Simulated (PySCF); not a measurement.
# C6H8F+: geometry, NMR shifts, spin-spin couplings and electronic excitations

What NMR shifts, spin-spin couplings and electronic excitations should C6H8F+ (`C#C[C+](C)CCF`) show?

The runs use PySCF 2.14.0, with density-fitted response routines of our own; the level of theory stands in each step. All values are computed, except where a source is named. Atoms are numbered from 0 throughout.

### Step 1. The starting structure

15 atoms, charge 1, multiplicity 1; geometry from: GFN2-xTB.

Bonds of the start (Å): C0–C1 1.21, C1–C2 1.38, C2–C3 1.44, C2–C4 1.47, C4–C5 1.56, C5–F6 1.36, C0–H7 1.06, C3–H8 1.10, C3–H9 1.09, C3–H10 1.10, C4–H11 1.09, C4–H12 1.09, C5–H13 1.09, C5–H14 1.09.

### Step 2. Relaxing the molecule at PBE0-D3(BJ)/def2-SVP

Job settings and geometry (Å):

```
{"job": {"xc": "PBE0", "basis": "def2-SVP", "d3": "d3bj", "grid": 1, "kind": "geom"}, "charge": 1, "multiplicity": 1}
C     -2.312205     1.535130    -0.525388
C     -1.458867     0.687278    -0.378410
C     -0.492466    -0.289977    -0.227365
C     -0.760962    -1.465039     0.564792
C      0.845812    -0.056055    -0.781995
C      1.679391     0.698357     0.298906
F      1.780252    -0.084302     1.403864
H     -3.060454     2.270231    -0.648803
H     -0.489016    -2.379237     0.026678
H     -1.779350    -1.522747     0.939781
H     -0.049897    -1.464989     1.409221
H      1.362262    -0.994281    -0.992731
H      0.822994     0.582027    -1.665736
H      2.689152     0.867105    -0.084953
H      1.210111     1.640448     0.596407
```

**Question.** This job is followed by: GIAO PBE0/pcSseg-1 NMR shielding, non-relativistic, gas phase; B3LYP/pcJ-1 indirect spin-spin coupling, non-relativistic, gas phase; TDDFT B3LYP/def2-SVPD, vertical, gas phase, core orbitals frozen in the response; GIAO KT3/pcSseg-2 NMR shielding, non-relativistic, gas phase. Predict these results of the whole session: point group; rotational constants (main isotopes); ¹³C shifts against TMS (PBE0/pcSseg-1); ¹H shifts against TMS (PBE0/pcSseg-1, means over atoms taken as alike); ¹⁹F shifts against CFCl3 (PBE0/pcSseg-1); largest coupling of the table (B3LYP/pcJ-1); lowest singlet (B3LYP/def2-SVPD); brightest single state of those computed; lowest triplet; vertical ionisation energy (ΔSCF); vertical electron affinity (ΔSCF); range of the shift of C2.

The runs gave:

```
                                                              quantity                                      value
                                                           point group                                         C1
                                  rotational constants (main isotopes)                       4.34, 1.69, 1.45 GHz
                                ¹³C shifts against TMS (PBE0/pcSseg-1)  287.1, 221.1, 101.6, 87.7, 65.1, 57.5 ppm
¹H shifts against TMS (PBE0/pcSseg-1, means over atoms taken as alike)                11.28, 5.07, 4.23, 4.07 ppm
                              ¹⁹F shifts against CFCl3 (PBE0/pcSseg-1)                                 -207.4 ppm
                           largest coupling of the table (B3LYP/pcJ-1)                    ¹J(C,H) C0–H7, 302.6 Hz
                                      lowest singlet (B3LYP/def2-SVPD)                2.92 eV (425 nm), f = 0.001
                              brightest single state of those computed                state 3, 4.36 eV, f = 0.173
                                                        lowest triplet                                    2.58 eV
                                     vertical ionisation energy (ΔSCF)                                   15.91 eV
                                     vertical electron affinity (ΔSCF)                                    7.26 eV
                                              range of the shift of C2                         260.8 to 287.1 ppm
```

What this shows: The optimisation took 3 steps and gained 0.055 eV; among the close pairs (by a distance rule), C0–H7 changed most, from 1.056 to 1.082 Å. C2 (carbocation centre) lies farthest downfield among carbon, at 287.1 ppm; the empty p orbital gives low-energy magnetic excitations and strong deshielding. At PBE0/pcSseg-1: The widest tensor belongs to C2: span 463 ppm, with a paramagnetic part of -364 ppm. Of the pairs tabulated at B3LYP/pcJ-1, C0–H7 couples most strongly (302.6 Hz; Fermi contact 306.7 Hz). Couplings across rotatable bonds belong to this one conformer; where others are populated, the observed values are averages, and the simulated multiplets take (2 J gauche + J anti)/3 across rotating chain bonds. The lowest singlet, at 2.92 eV, is HOMO→LUMO 0.95 and is dark; of the 10 states computed, the strongest absorption comes from state 3 at 4.36 eV. The lowest triplet lies 0.34 eV below the lowest singlet (triplets in Tamm-Dancoff, singlets in full TDDFT). ΔSCF puts the ionisation energy at 15.91 eV, 2.20 eV above −ε(HOMO). In ppm, C2 moves most: its shift spreads over 26.2 ppm, from 260.8 (KT3/pcSseg-2) to 287.1 (PBE0/pcSseg-1).
